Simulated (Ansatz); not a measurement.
# CH5ClGaN: the cost of one run

Method: RKS B3LYP-D4/def2-SVPD, in Ansatz 0.2.0.

## Step 1: Starting point

Bond lengths: Ga1–N3 2.058 Å, H2–N3 1.029 Å, N3–C4 1.458 Å, Ga1–Cl6 2.501 Å, C4–H7 1.089 Å, C4–H8 1.095 Å, C4–H9 1.092 Å. Angles: Ga1–N3–H2 73.7°, Ga1–N3–C4 169.0°, H2–N3–C4 113.8°, N3–Ga1–Cl6 80.8°, N3–C4–H7 107.7°, N3–C4–H8 111.3°, N3–C4–H9 112.7°, H7–C4–H8 108.3°, H7–C4–H9 108.2°, H8–C4–H9 108.6°.

Coordinates:

```xyz
9

Ga    0.2803   -1.5298    1.7802
H    -0.5020   -0.7870    0.0665
N     0.3364   -0.2070    0.2052
C     0.6458    0.6589   -0.9262
H    -0.9162   -0.0995    0.6551
Cl   -2.0798   -0.7078    1.8657
H     1.4925    1.2834   -0.6437
H     0.9288    0.0752   -1.8080
H    -0.1858    1.3136   -1.1948
```

## Step 2: A restrained relaxation towards end A

Springs on the bonds that form and break draw the guess towards this end; the thresholds are loose.

The input, input.yaml:

```yaml
crystal:
  periodic: [false, false, false]
  atoms:
    - { symbol: Ga, position_ang: [0.2803, -1.5298, 1.7802] }
    - { symbol: H, position_ang: [-0.502, -0.787, 0.0665] }
    - { symbol: "N", position_ang: [0.3364, -0.207, 0.2052] }
    - { symbol: C, position_ang: [0.6458, 0.6589, -0.9262] }
    - { symbol: H, position_ang: [-0.9162, -0.0995, 0.6551] }
    - { symbol: Cl, position_ang: [-2.0798, -0.7078, 1.8657] }
    - { symbol: H, position_ang: [1.4925, 1.2834, -0.6437] }
    - { symbol: H, position_ang: [0.9288, 0.0752, -1.808] }
    - { symbol: H, position_ang: [-0.1858, 1.3136, -1.1948] }
basis:
  gaussian: { orbitals: def2-SVPD }
hamiltonian:
  xc: b3lyp
  dispersion: d4
relax:
  f_tol: 0.15
  max_steps: 25
  restrain:
    - { distance: [4, 1], at: 1.92, k: 30.0 }
    - { distance: [0, 1], at: 1.53, k: 30.0 }
    - { distance: [4, 2], at: 1.02, k: 30.0 }
```

Run with:

```sh
$ ansatz run input.yaml --threads 4 --pin off --max-ram 5120MiB --backend cpu --events-out ev --progress --plain --runs-dir out
```

What time and memory should one allow on 4 threads of Arm Neoverse N1, shared host?

About 60 s, with a peak of 0.43 GiB.
